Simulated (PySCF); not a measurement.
# AsH₂: stationary points from several starts

Which structure of AsH₂ lies lowest? The starts are bent and linear; the spin state tried: doublet. Each end point is tested by its vibrations.

Program: PySCF 2.14.0. Level of theory: PBE0, basis As def2-TZVP, H def2-TZVP, no relativity, density fitting. These are calculated values, not measurements.

### 1 Starting geometry

3 atoms, charge 0, spin multiplicity 2.

Bond lengths: As1–H2 1.530 Å, As1–H3 1.530 Å. Angles: H2–As1–H3 110.0°.

```xyz
3
charge 0 multiplicity 2
As    0.0000    0.0000   -0.0230
H     1.2533    0.0000    0.8546
H    -1.2533    0.0000    0.8546
```

### 2 Relaxation: bent start, doublet

The steps below are one call of a driver around PySCF. For each, scf.py gives the equivalent set-up of the SCF; relaxations use the driver's own optimiser. Before each start the driver seeks the lowest SCF state from one or more starting densities and follows internal instabilities, so scf.py alone need not reach the same state.

The program finds C2v symmetry in the start, which this walk keeps.

File scf.py:

```python
from pyscf import gto, scf, dft
mol = gto.M(atom='''
As     0.000000     0.000000    -0.022992
H      1.253300    -0.000000     0.854608
H     -1.253300     0.000000     0.854608''',
    basis={'As': 'def2-TZVP', 'H': 'def2-TZVP'},
    charge=0, spin=1)
mf = dft.UKS(mol, xc='PBE0')
mf.grids.atom_grid = (50, 194)
aux = {'As': 'def2-universal-JKFIT', 'H': 'def2-universal-JKFIT'}
mf = mf.density_fit(auxbasis=aux)
mf.kernel()
```

Energy and gradient, step by step:

| step | energy (Eh) | change (kJ/mol) | largest symmetric gradient (Eh/bohr) |
| --- | --- | --- | --- |
| 0 | -2236.753031 | 0.00 | 0.02594 |
| 1 | -2236.761210 | -21.47 | 0.00988 |
| 2 | -2236.761587 | -22.46 | 0.00291 |
| 3 | -2236.761637 | -22.60 | 0.00019 |
| 4 | -2236.761638 | -22.60 | 0.00001 |

The walk needed 2 s of wall time on 4 threads, shared host.

End point (C2v, 4 steps, 22.6 kJ/mol gained): As–H 1.526 Å (×2); H–As–H 90.7°.

### 3 Hessian and properties

On the finer grid the gradient is checked again; gradients at displacements of ±0.01 bohr then give force constants and infrared intensities.

Edit scf.py of step 2 so:

```diff
@@ -3,3 +3,3 @@
-As     0.000000     0.000000    -0.022992
-H      1.253300    -0.000000     0.854608
-H     -1.253300     0.000000     0.854608''',
+As    -0.000000    -0.000000    -0.028102
+H      1.086010     0.000000     1.044559
+H     -1.086010     0.000000     1.044559''',
@@ -9 +9 @@
-mf.grids.atom_grid = (50, 194)
+mf.grids.atom_grid = (75, 302)
```

The driver hands on the density of the step before, so the log starts near convergence.

SCF at the final geometry:

```text
init E= -2236.76162105023
[... the frontier-level lines of each cycle are left out ...]
cycle= 1 E= -2236.76162105022  delta_E= 7.28e-12  |g|= 1.6e-06  |ddm|= 2.8e-06
Extra cycle  E= -2236.76162105023  delta_E= -7.28e-12  |g|= 1.76e-06  |ddm|= 2.59e-06
converged SCF energy = -2236.76162105023  <S^2> = 0.75493082  2S+1 = 2.0049248
```

The whole step took 4.7 s.

Geometry: C2v; As–H 1.526 Å (×2); H–As–H 90.7°.

Harmonic modes (main isotopes):

```json
{"symmetry": "a1", "ω (cm⁻¹)": "1005", "IR (km/mol)": "15.7", "μ (u)": "1.02", "type": "bend"}
{"symmetry": "a1", "ω (cm⁻¹)": "2196", "IR (km/mol)": "93.7", "μ (u)": "1.02", "type": "stretch"}
{"symmetry": "b2", "ω (cm⁻¹)": "2209", "IR (km/mol)": "110", "μ (u)": "1.02", "type": "stretch"}
```

Every mode is real; the point is a minimum.

Constants and moments:

```yaml
Dipole_moment: 0.30 D
Highest_occupied_level: -6.86 eV
Lowest_empty_level: -3.04 eV
Rotational_constants: 7.464, 7.091, 3.636 cm⁻¹
Zero-point_energy: 32.4 kJ/mol
Principal_polarisabilities: 24.2, 31.9, 32.4 bohr³
Atomisation_energy_without_zero-point_energy: 579 kJ/mol
Principal_traceless_quadrupole_moments_about_the_centre_of_mass: -0.79, -0.34, 1.14 D Å
Entropy_at_298.15_K_and_1_bar_electronic_part_spin_only: 225.3 J/(mol K)
Heat_capacity_Cp_at_298.15_K: 34.9 J/(mol K)
Enthalpy_at_298.15_K_above_0_K: 10.01 kJ/mol
Rotational_symmetry_number: 2
Spin_squared_⟨S²⟩: 0.755
```

Populations by atom (charges in e):

| atom | Mulliken | Löwdin | polar tensor | spin (Mulliken) | Mayer order to As1 |
| --- | --- | --- | --- | --- | --- |
| As1 | -0.14 | 0.07 | 0.23 | 1.08 | – |
| H2,3 | 0.07 | -0.04 | -0.11 | -0.04 | 0.97 |

Outer orbital energies (eV). α occupied: -45.49, -45.42, -45.38, -45.32, -17.55, -10.32, -8.61, -6.86; empty: 0.57, 0.93, 4.66, 5.61. β occupied: -45.37, -45.36, -45.36, -45.29, -45.28, -16.66, -10.17, -8.24; empty: -3.04, 0.75, 1.19, 5.54.

Mulliken populations on As1: s 7.87, p 15.17, d 10.09, f 0.01.

### 4 Relaxing the doublet from the linear start

The program finds D∞h symmetry in the start, which this walk keeps. Threshold on the gradient: 0.0003 Eh/bohr, with a further test on the energy change.

Edit scf.py of step 3 so:

```diff
@@ -3,3 +3,3 @@
-As    -0.000000    -0.000000    -0.028102
-H      1.086010     0.000000     1.044559
-H     -1.086010     0.000000     1.044559''',
+As     0.000000     0.000000     0.000000
+H      0.000000     0.000000     1.530000
+H      0.000000     0.000000    -1.530000''',
@@ -9 +9 @@
-mf.grids.atom_grid = (75, 302)
+mf.grids.atom_grid = (50, 194)
```

Steps of the walk:

| step | energy (Eh) | change (kJ/mol) | largest symmetric gradient (Eh/bohr) |
| --- | --- | --- | --- |
| 0 | -2236.639040 | 0.00 | 0.01588 |
| 1 | -2236.640834 | -4.71 | 0.01172 |
| 2 | -2236.641854 | -7.39 | 0.00417 |
| 3 | -2236.641893 | -7.49 | 0.00304 |
| 4 | -2236.641932 | -7.59 | 0.00007 |

The walk took 2.6 s.

Geometry (Å) and forces (eV/Å) at some steps:

```
step 0
As   0.000   0.000   0.000  -0.067  -0.170   0.000
H    0.000   0.000   1.530   0.033   0.085  -0.817
H    0.000   0.000  -1.530   0.033   0.085   0.816
step 1
As   0.000   0.000   0.000  -0.029  -0.075   0.000
H    0.000   0.000   1.496   0.015   0.037  -0.603
H    0.000   0.000  -1.496   0.015   0.037   0.603
step 2
As   0.000   0.000   0.000   0.000   0.000   0.000
H    0.000   0.000   1.465   0.000   0.000  -0.214
H    0.000   0.000  -1.465   0.000   0.000   0.214
step 3
As   0.000   0.000   0.000   0.000   0.000   0.000
H    0.000   0.000   1.449   0.000   0.000   0.156
H    0.000   0.000  -1.449   0.000   0.000  -0.156
step 4
As   0.000   0.000   0.000   0.000   0.000   0.000
H    0.000   0.000   1.456   0.000   0.000  -0.004
H    0.000   0.000  -1.456   0.000   0.000   0.004
```

End point (D∞h, 4 steps, 7.6 kJ/mol gained): As–H 1.456 Å (×2); H–As–H 180.0°.

### 5 Is it a minimum? Harmonic modes

As before: finer grid, then central differences.

Edit scf.py of step 4 so:

```diff
@@ -3,3 +3,3 @@
-As     0.000000     0.000000     0.000000
-H      0.000000     0.000000     1.530000
-H      0.000000     0.000000    -1.530000''',
+As    -0.000000     0.000000     0.000000
+H     -0.000000     0.000000     1.455822
+H      0.000000     0.000000    -1.455822''',
@@ -9 +9 @@
-mf.grids.atom_grid = (50, 194)
+mf.grids.atom_grid = (75, 302)
```

SCF at the final geometry:

```text
init E= -2236.64189959069
[... the frontier-level lines of each cycle are left out ...]
cycle= 1 E= -2236.64189959069  delta_E= -2.73e-12  |g|= 1.19e-05  |ddm|= 8.98e-06
cycle= 2 E= -2236.64189959069  delta_E=    0  |g|= 1.21e-05  |ddm|= 9.54e-06
cycle= 3 E= -2236.64189959071  delta_E= -2.09e-11  |g|= 3.57e-07  |ddm|= 5.07e-06
Extra cycle  E= -2236.64189959071  delta_E= -9.09e-13  |g|= 3.6e-07  |ddm|= 2.88e-06
converged SCF energy = -2236.64189959071  <S^2> = 0.75553984  2S+1 = 2.0055322
```

The whole step took 4.5 s.

Geometry: D∞h; As–H 1.456 Å (×2); H–As–H 180.0°.

Modes, for the most abundant isotopes:

```csv
ω (cm⁻¹),IR (km/mol)
1823i,586
1288i,173
2454,0.0
2580,140
```

With 2 modes imaginary (up to 1823i cm⁻¹) this point is a saddle.

Here the density breaks the symmetry of the frame, and no labels are given; pairs that should be degenerate can split.

Properties at this point:

```
Dipole moment                                                   : 0.00 D
Highest occupied level                                          : -5.45 eV
Lowest empty level                                              : -3.07 eV
Rotational constants                                            : 3.946 cm⁻¹
Zero-point energy (real modes)                                  : 30.1 kJ/mol
Principal polarisabilities                                      : 26.5, 31.1, 33.6 bohr³
Atomisation energy without zero-point energy                    : 264 kJ/mol
Principal traceless quadrupole moments about the centre of mass : -6.71, -0.67, 7.38 D Å
Spin squared ⟨S²⟩                                               : 0.756
```

Charges (e) and bond orders:

```
atom  Mulliken  Löwdin  polar tensor  spin (Mulliken)  Mayer order to As1
 As1     -0.48   -0.09         -0.74             1.09                   –
H2,3      0.24    0.05          0.37            -0.04                0.88
```

Outer orbital energies (eV). α occupied: -45.62, -45.44, -45.30, -45.29, -17.87, -12.84, -6.90, -5.83; empty: -2.69, 3.22, 3.47, 4.95. β occupied: -45.56, -45.48, -45.31, -45.27, -45.24, -17.02, -12.76, -5.45; empty: -3.07, -2.33, 3.29, 3.75.

Mulliken populations on As1: s 7.52, p 15.93, d 10.02, f 0.02.

### 6 Downhill along the imaginary mode

The start is the last point, displaced along its most imaginary mode.

The program finds C2v symmetry in the start, which this walk keeps. The walk stops when the largest gradient is under 0.0003 Eh/bohr and the energy has settled too.

Edit scf.py of step 5 so:

```diff
@@ -3,3 +3,3 @@
-As    -0.000000     0.000000     0.000000
-H     -0.000000     0.000000     1.455822
-H      0.000000     0.000000    -1.455822''',
+As     0.001177     0.003006    -0.000000
+H     -0.043743    -0.111743     1.455822
+H     -0.043743    -0.111743    -1.455822''',
@@ -9 +9 @@
-mf.grids.atom_grid = (75, 302)
+mf.grids.atom_grid = (50, 194)
```

Steps of the walk:

| step | energy (Eh) | change (kJ/mol) | largest symmetric gradient (Eh/bohr) |
| --- | --- | --- | --- |
| 0 | -2236.648339 | 0.00 | 0.04907 |
| 1 | -2236.693590 | -118.81 | 0.08121 |
| 2 | -2236.737594 | -234.34 | 0.03310 |
| 3 | -2236.748276 | -262.38 | 0.03214 |
| 4 | -2236.758019 | -287.96 | 0.01877 |
| 5 | -2236.761571 | -297.29 | 0.00533 |
| 6 | -2236.761647 | -297.49 | 0.00069 |
| 7 | -2236.761649 | -297.49 | 0.00002 |

The walk needed 3.7 s of wall time on 4 threads, shared host.

Geometry (Å) and forces (eV/Å) at some steps:

```
step 0
As   0.001   0.003   0.000   0.989   2.523   0.000
H   -0.044  -0.112   1.456  -0.494  -1.262   0.051
H   -0.044  -0.112  -1.456  -0.494  -1.262  -0.051
step 1
As   0.073   0.187   0.000   1.635   4.176   0.000
H   -0.080  -0.204   1.435  -0.818  -2.088  -0.206
H   -0.080  -0.204  -1.435  -0.818  -2.088   0.206
step 4
As   0.227   0.579   0.000  -0.310  -0.789   0.000
H   -0.156  -0.400   1.195   0.155   0.395  -0.965
H   -0.156  -0.400  -1.195   0.155   0.395   0.965
step 7
As   0.232   0.592   0.000  -0.004   0.001   0.000
H   -0.159  -0.406   1.086   0.002   0.000  -0.001
H   -0.159  -0.406  -1.086   0.002   0.000   0.001
```

After 7 steps and 297.5 kJ/mol it ends at C2v: As–H 1.526 Å (×2); H–As–H 90.7°.

### 7 The points found, side by side

| spin | group | bonds | imaginary modes (cm⁻¹) | ΔE (kJ/mol) | with zero-point energy |
| --- | --- | --- | --- | --- | --- |
| doublet | C2v | As–H 1.526 Å (×2) | none | 0.0 | 0.0 |
| doublet | D∞h (density of lower symmetry) | As–H 1.456 Å (×2) | 1823i, 1288i | 314.3 | – |

### 8 Results

| quantity | value |
| --- | --- |
| lowest minimum | doublet, C2v |
| geometry | As–H 1.526 Å (×2); H–As–H 90.7° |
| wavenumbers (cm⁻¹) | 1005 (a1), 2196 (a1), 2209 (b2) |
| dipole moment | 0.30 D |
| highest occupied, lowest empty level (either spin) | -6.86, -3.04 eV |
| polar-tensor charge of As1 | +0.23 e |
| zero-point energy | 32.4 kJ/mol |
| entropy at 298.15 K | 225.3 J/(mol K) |
| atomisation energy (no zero-point energy) | 579 kJ/mol |
| ⟨S²⟩ | 0.755 |

The lowest minimum found is the doublet of C2v symmetry. In the infrared the band at 2209 cm⁻¹ (b2, stretch) leads. Most of the spin sits on As1 (Mulliken spin 1.08, against 1 for the whole molecule). A search over typed starts can miss a lower isomer.

The search up to here took 20 s.
